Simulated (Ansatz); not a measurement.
**CH2AlN (AlH2(CN)): BHLYP/STO-3G**

What is the electronic atomisation energy of CH2AlN (AlH2(CN)) at BHLYP/STO-3G? 

Program for the calculation: Ansatz 0.2.0.

65 further runs of the same task are left out: 13 that didn't finish, 52 set aside as unsound or not needed.

**1. The molecule**

The species is CH2AlN (5 atoms), meant as a singlet with charge 0. As SMILES, `[H][Al]([H])[C]#N`. The shape comes from GFN2-xTB, which is rough for such elements, and wasn't checked as a minimum.

Bond lengths: Al1–C4 1.977 Å, C4–N5 1.154 Å, Al1–H2 1.545 Å, Al1–H3 1.546 Å. Angles: Al1–C4–N5 179.7°, H2–Al1–C4 120.1°, H3–Al1–C4 120.4°, H2–Al1–H3 119.5°.

**2. The energy at BHLYP/STO-3G**

Input file job.yaml:

```yaml
basis:
  gaussian: {orbitals: STO-3G}
crystal:
  periodic: [false, false, false]
  atoms:
    - symbol: Al
      position_ang: [0.353320, 0.616070, 0.007940]
    - symbol: H
      position_ang: [1.897570, 0.618400, 0.058740]
    - symbol: H
      position_ang: [-0.410240, 1.959830, -0.023840]
    - symbol: C
      position_ang: [-0.634730, -1.095760, -0.014750]
    - symbol: "N"
      position_ang: [-1.205910, -2.098530, -0.028080]
hamiltonian: {xc: {name: BHLYP}}
accuracy: high
```

Launch:

```
$ ansatz run job.yaml --threads 1 --pin off --max-ram 2610MiB --events-out events.jsonl --progress --plain --runs-dir runs
```

The log of the run:

```text
Warning: RAYON_NUM_THREADS=1 ignored (pool sized by the plan → 1); use --threads N
Functional definition: BHLYP
  name "BHLYP"
  parameter a = 0.5
  exchange = (1 - a)*b88_x + a*exact_x
  correlation = lyp_c
373 factors; integrals over basis functions are off by at most 2.4e-9 eV
mean field evaluation 1: about -9039.4882 eV, gradient 3.1e1 eV
mean field evaluation 2: about -9036.6544 eV, gradient 4.8e1 eV
mean field evaluation 4: about -9042.3530 eV, gradient 5.6e-1 eV
mean field evaluation 8: about -9042.3013 eV, gradient 5.2e-3 eV
mean field evaluation 16: about -9042.3013 eV, gradient 5.0e-8 eV
mean field -9042.30130577 eV, -332.2984438950 hartree, gradient 5.0e-8 eV, S^2 0.000000; 0 other end points of the search recorded, 0 dependent functions left out
reference -9042.30132404 eV, -332.2984445664 hartree; 14, 14 occupied and 7, 7 virtual orbitals, 373 factors
Total energy: -9042.30132404 eV, -332.2984445664 hartree
```

Wall time 1.2 s (1 thread of Arm Neoverse V1, shared host); peak memory 0.096 GiB.

**3. The Al atom**

Input file job.yaml:

```yaml
crystal:
  periodic: [false, false, false]
  atoms:
    - {symbol: Al, position_ang: [0.000000, 0.000000, 0.000000]}
basis:
  gaussian: {orbitals: STO-3G}
magnetization: {spin_polarized: true, initial_magnetization: 1}
hamiltonian: {xc: {name: BHLYP}}
accuracy: high
```

Run the same way, it converges to -239.33024 Eh (log not shown).

**4. The C atom**

Input file job.yaml:

```yaml
crystal:
  periodic: [false, false, false]
  atoms:
    - {symbol: C, position_ang: [0.000000, 0.000000, 0.000000]}
basis:
  gaussian:
    orbitals: STO-3G
magnetization:
  spin_polarized: true
  initial_magnetization: 2
hamiltonian:
  xc: {name: BHLYP}
accuracy: high
```

Run the same way, it converges to -37.34735 Eh (log not shown).

**5. The H atom**

Input file input.yaml:

```yaml
crystal:
  periodic: [false, false, false]
  atoms:
    - {symbol: H, position_ang: [0.000000, 0.000000, 0.000000]}
basis:
  gaussian: {orbitals: STO-3G}
magnetization: {spin_polarized: true, initial_magnetization: 1}
hamiltonian: {xc: {name: BHLYP}}
accuracy: high
```

Run the same way, it converges to -0.46466 Eh (log not shown).

**6. The N atom**

Input file in.yaml:

```yaml
basis:
  gaussian:
    orbitals: STO-3G
crystal:
  periodic: [false, false, false]
  atoms:
    - {symbol: "N", position_ang: [0.000000, 0.000000, 0.000000]}
magnetization:
  spin_polarized: true
  initial_magnetization: 3
accuracy: high
hamiltonian:
  xc: {name: BHLYP}
```

Launch:

```
$ ansatz run in.yaml --threads 1 --pin off --max-ram 2610MiB --events-out events.jsonl --progress --plain --runs-dir runs
```

The log of the run (excerpt; [...] marks lines left out):

```text
Warning: RAYON_NUM_THREADS=1 ignored (pool sized by the plan → 1); use --threads N
[... 5 set-up lines as earlier in the session ...]
15 factors; integrals over basis functions are off by at most 1.1e-9 eV
mean field evaluation 1: about -1466.3155 eV, gradient 1.8e-9 eV
mean field evaluation 2: about -1466.3154 eV, gradient 1.2e-9 eV
mean field -1466.31544268 eV, -53.8860986141 hartree, gradient 0.0e0 eV, S^2 3.750000; 0 other end points of the search recorded, 0 dependent functions left out
reference -1466.31545218 eV, -53.8860989633 hartree; 5, 2 occupied and 0, 3 virtual orbitals, 15 factors
Total energy: -1466.31545218 eV, -53.8860989633 hartree
```

Wall time 0.16 s (1 thread of Arm Neoverse V1, shared host).

**7. Results**

Level: BHLYP/STO-3G.

| quantity | value |
| --- | --- |
| molecule: total energy | -332.29844 Eh |
| Al atom: total energy | -239.33024 Eh |
| Al atom: ⟨S²⟩ | 0.750 |
| C atom: total energy | -37.34735 Eh |
| C atom: ⟨S²⟩ | 2.000 |
| H atom: total energy | -0.46466 Eh |
| H atom: ⟨S²⟩ | 0.750 |
| N atom: total energy | -53.88610 Eh |
| N atom: ⟨S²⟩ | 3.750 |
| electronic atomisation energy | 21.917 eV |

Taking the molecule apart into free atoms costs 21.92 eV (2115 kJ/mol), before zero-point energy and without spin-orbit coupling. In a minimal basis such a difference can be off by several eV, whatever the method.
